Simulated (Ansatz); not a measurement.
# Ti2SnO6: the cost of one run

Program: Ansatz 0.2.0. Level of theory: DFT PBE, scalar-relativistic, plane waves, PAW. These are calculated values, not measurements.

### Step 1. The starting structure

The structure is monoclinic, space group C2/m (No. 12). The conventional cell has a = 14.726 Å, b = 3.084 Å, c = 4.891 Å, α = 90.00°, β = 91.96°, γ = 90.00°. Ti (site symmetry m) is surrounded by 6 O at 2.03 to 2.07 Å. Sn (site symmetry 2/m) has 6 O at 2.03 to 2.05 Å as nearest neighbours. O (site symmetry m) is surrounded by 2 Sn at 2.03 Å and 1 Ti at 2.03 Å. O (site symmetry m) is surrounded by 3 Ti at 2.03 to 2.07 Å. O (site symmetry m) is surrounded by 2 Ti at 2.04 Å and 1 Sn at 2.05 Å.

As a file:

```cif
data_structure
_symmetry_space_group_name_H-M 'C2/m'
_symmetry_Int_Tables_number 12
_cell_length_a 14.7264
_cell_length_b 3.0837
_cell_length_c 4.8906
_cell_angle_alpha 90.000
_cell_angle_beta 91.960
_cell_angle_gamma 90.000
_cell_volume 221.96
loop_
_atom_site_label
_atom_site_type_symbol
_atom_site_symmetry_multiplicity
_atom_site_Wyckoff_symbol
_atom_site_fract_x
_atom_site_fract_y
_atom_site_fract_z
_atom_site_occupancy
Ti1 Ti 4 i 0.34230 0.00000 0.97989 1
Sn1 Sn 2 c 0.00000 0.00000 0.50000 1
O1 O 4 i 0.43647 0.00000 0.68507 1
O2 O 4 i 0.27481 0.50000 0.79736 1
O3 O 4 i 0.09764 0.00000 0.80853 1
```

The start is an ordering of an alloy on its end members' structure types: elements ordered on the sites of the TiO2 type, Sn/Ti on Ti (C2/m, No. 12).

### Step 2. A first look at the guess

Input file input.yaml:

```yaml
crystal:
  lattice:
    - [7.36317941, -1.54183615, 0.0]
    - [7.36317941, 1.54183615, 0.0]
    - [-0.16723039, 0.0, 4.88778109]
  atoms:
    - { symbol: Ti, position: [0.3423022, 0.3423022, 0.97989264], spin: 1.0 }
    - { symbol: Ti, position: [0.6576978, 0.6576978, 0.02010736], spin: 1.0 }
    - { symbol: Sn, position: [0.0, 0.0, 0.5] }
    - { symbol: O, position: [0.43646762, 0.43646762, 0.68506697] }
    - { symbol: O, position: [0.77481139, 0.77481139, 0.79735973] }
    - { symbol: O, position: [0.09763981, 0.09763981, 0.80853] }
    - { symbol: O, position: [0.90236019, 0.90236019, 0.19147] }
    - { symbol: O, position: [0.22518861, 0.22518861, 0.20264027] }
    - { symbol: O, position: [0.56353238, 0.56353238, 0.31493303] }
basis:
  ecutwfc: 420
kpoints:
  mp_grid: { grid: [6, 6, 4] }
hamiltonian:
  xc: pbe
scf:
  occupations: { method: gaussian, width: 0.1 }
  lower_state_search: "off"
output:
  forces: true
  stress: true
  eigenvalues: true
  populations: true
magnetization:
  spin_polarized: true
```

Command:

```console
$ ansatz run input.yaml --threads 4 --pin off --max-ram 8192MiB --backend cpu --events-out ev --progress --plain --runs-dir out
```

What time and memory should one allow on 4 threads of Intel Xeon at 2.70GHz, shared host?

About 24 s, with a peak of 0.73 GiB.
